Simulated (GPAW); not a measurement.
Crystal: GaSn.

```
CELL_PARAMETERS angstrom
0.00000 2.90288 3.09822
2.72925 0.00000 3.09822
2.72925 2.90288 0.00000
ATOMIC_POSITIONS crystal
Ga 0.50000 0.50000 0.50000
Sn 0.00000 0.00000 0.00000
```

The cell was built by a generator and needn't be a form met in nature.

```yaml
Program: GPAW 26.7.0
Task: relaxation of cell and atoms
Functional: PBE
Potentials_or_basis: GPAW PAW data sets (gpaw-data 1.2.1)
Cutoff: 600 eV
Basis: pw
k_mesh: 8 × 8 × 8
Occupations: fermi-dirac, width 0.05 eV
Spin: no spin polarisation
```

At the start: pressure 1.0 GPa; volume 24.55 Å³/atom.

Question: How do energy, volume and symmetry change on relaxing?

Answer: Over 7 steps the energy falls by 59.1 meV/atom and the volume is 24.37 Å³/atom (-0.7 %); space group Fm-3m (No. 225, to 0.05 Å).

Step by step:
| step | energy change (eV) | largest force (eV/Å) | pressure (GPa) | volume (Å³) |
| --- | --- | --- | --- | --- |
| 1 | 0.0000 | 0.0000 | 0.97 | 49.09 |
| 2 | -0.0199 | 0.0000 | 0.64 | 49.25 |
| 3 | -0.1094 | 0.0000 | -1.53 | 50.48 |
| 4 | -0.1128 | 0.0000 | -1.25 | 50.14 |
| 5 | -0.1156 | 0.0000 | -0.78 | 49.61 |
| 6 | -0.1175 | 0.0000 | -0.29 | 49.09 |
| 7 | -0.1182 | 0.0000 | 0.03 | 48.75 |

Final structure:
```
Ga Sn
1.0
     0.00000    2.89706    2.90432
     2.89682    0.00000    2.90432
     2.89682    2.89706    0.00000
Ga Sn
1 1
Cartesian
  2.8968 2.8971 2.9043
  0.0000 0.0000 0.0000
```

Caveat: later steps reuse the first step's grids.
